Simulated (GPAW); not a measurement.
Ga3Se:

```
Se Ga
1.0
     4.43246    0.00000    0.00000
     0.00000    4.43246    0.00000
     0.00000    0.00000    4.43246
Se Ga
1 3
Direct
  0.00000 0.00000 0.00000
  0.50000 0.50000 0.00000
  0.50000 0.00000 0.50000
  0.00000 0.50000 0.50000
```

The cell comes from a database or a generator and needn't be the stable form of this composition.

| Item | Value |
| --- | --- |
| Program | GPAW 26.7.0 |
| Task | relaxation of cell and atoms |
| Functional | PBEsol |
| Dispersion | D4 |
| Potentials or basis | PAW data sets generated in the run's folder for this functional |
| Cutoff | 600 eV |
| Basis | pw |
| k mesh | 6 × 6 × 6 |
| Occupations | fermi-dirac, width 0.05 eV |
| Spin | no spin polarisation |

At the start: pressure -5.6 GPa; volume 21.77 Å³/atom.

**Question.** How do energy, volume and symmetry change on relaxing?

**Answer.** Over 5 steps the energy falls by 52.1 meV/atom and the volume is 19.13 Å³/atom (-12.1 %); space group Pm-3m (No. 221, to 0.05 Å).

Step by step:
```tsv
step	energy change (eV)	largest force (eV/Å)	pressure (GPa)	volume (Å³)
1	0.0000	0.0000	-5.60	87.08
2	-0.0244	0.0000	-5.36	86.38
3	-0.1958	0.0000	1.80	74.34
4	-0.2082	0.0000	-0.28	76.89
5	-0.2084	0.0000	-0.01	76.53
```

Final structure:
```
Se Ga
1.0
     4.24563    0.00000    0.00000
     0.00000    4.24563    0.00000
     0.00000    0.00000    4.24563
Se Ga
1 3
Direct
  0.00000 0.00000 0.00000
  0.50000 0.50000 0.00000
  0.50000 0.00000 0.50000
  0.00000 0.50000 0.50000
```

Caveat: later steps reuse the first step's grids; pairwise dispersion overbinds metals, which lowers pressure and volume.
